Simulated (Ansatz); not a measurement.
# ZrTe3Pd: the cost of one run

Method: DFT PBE, scalar-relativistic, plane waves, PAW, unless a step names another level, in Ansatz 0.2.0.

2 further runs of the same task are left out: 2 that didn't finish.

## 1. The system as given

The structure is monoclinic, space group P2_1/m (No. 11). Conventional cell: a = 6.253 Å, b = 3.992 Å, c = 10.986 Å, α = 90.00°, β = 104.87°, γ = 90.00°. Zr (site symmetry m) has 8 Te at 2.96 to 3.37 Å and 1 Pd at 2.98 Å as nearest neighbours. Te (site symmetry m) is surrounded by 2 Pd at 2.69 Å and 2 Zr at 3.03 Å. Te (site symmetry m) has 3 Pd at 2.73 to 3.04 Å and 2 Zr at 3.00 Å and 2 Te at 3.11 to 3.15 Å as nearest neighbours. Te (site symmetry m) has 4 Zr at 2.96 to 3.37 Å as nearest neighbours. Pd (site symmetry m) is surrounded by 5 Te at 2.69 to 3.04 Å and 2 Pd at 2.79 Å and 1 Zr at 2.98 Å.

Structure file:

```xyz
10
Lattice="6.2531 0.0000 -0.0606 0.0000 3.9921 0.0000 -2.7166 0.0000 10.6445" Properties=species:S:1:pos:R:3 pbc="T T T"
Zr    0.2646    2.9941    3.6526
Zr    3.2718    0.9980    6.9313
Te    1.8812    0.9980    2.0472
Te    5.0260    0.9980    1.9146
Te    1.6552    2.9941    8.5367
Te   -1.4895    2.9941    8.6693
Te    0.1906    0.9980    5.8390
Te    3.3459    2.9941    4.7449
Pd    2.8601    0.9980    9.8841
Pd    0.6763    2.9941    0.6998
```

It came out lowest among 16 distinct ends of the trial cells. At a tolerance of 0.05 Å it has space group P2_1/m (No. 11).

## 2. Tight relaxation for the response runs, on the response runs' mesh and smearing

File input.yaml:

```yaml
crystal:
  lattice:
    - [6.2530730662, 0.0, -0.0606313698]
    - [0.0, 3.9921052617, 0.0]
    - [-2.716629544, 0.0, 10.6445279807]
  atoms:
    - { symbol: Zr, position: [0.1918705444, 0.75, 0.3442351603] }
    - { symbol: Zr, position: [0.8081294556, 0.25, 0.6557648397] }
    - { symbol: Te, position: [0.3853532919, 0.25, 0.1945209764] }
    - { symbol: Te, position: [0.8840907403, 0.25, 0.1848984912] }
    - { symbol: Te, position: [0.6146467081, 0.75, 0.8054790236] }
    - { symbol: Te, position: [0.1159092597, 0.75, 0.8151015088] }
    - { symbol: Te, position: [0.2694549216, 0.25, 0.550075008] }
    - { symbol: Te, position: [0.7305450784, 0.75, 0.449924992] }
    - { symbol: Pd, position: [0.8629392105, 0.25, 0.9334784881] }
    - { symbol: Pd, position: [0.1370607895, 0.75, 0.0665215119] }
basis:
  ecutwfc: 420
kpoints:
  mp_grid: { grid: [6, 8, 4] }
hamiltonian:
  xc: pbe
scf:
  occupations: { method: gaussian, width: 0.1 }
output:
  forces: true
  stress: true
  eigenvalues: true
relax:
  adjacent_minimum: "off"
  f_tol: 0.001
  max_steps: 60
  cell: { stress_tol: 0.01 }
```

Run with:

```console
$ ansatz run input.yaml --threads 3 --pin off --max-ram 7680MiB --backend cpu --events-out ev --progress --plain --runs-dir out
```

What time and memory should one allow on 3 threads of Intel Xeon at 2.70GHz, shared host?

About 2.4 min, with a peak of 1.6 GiB.
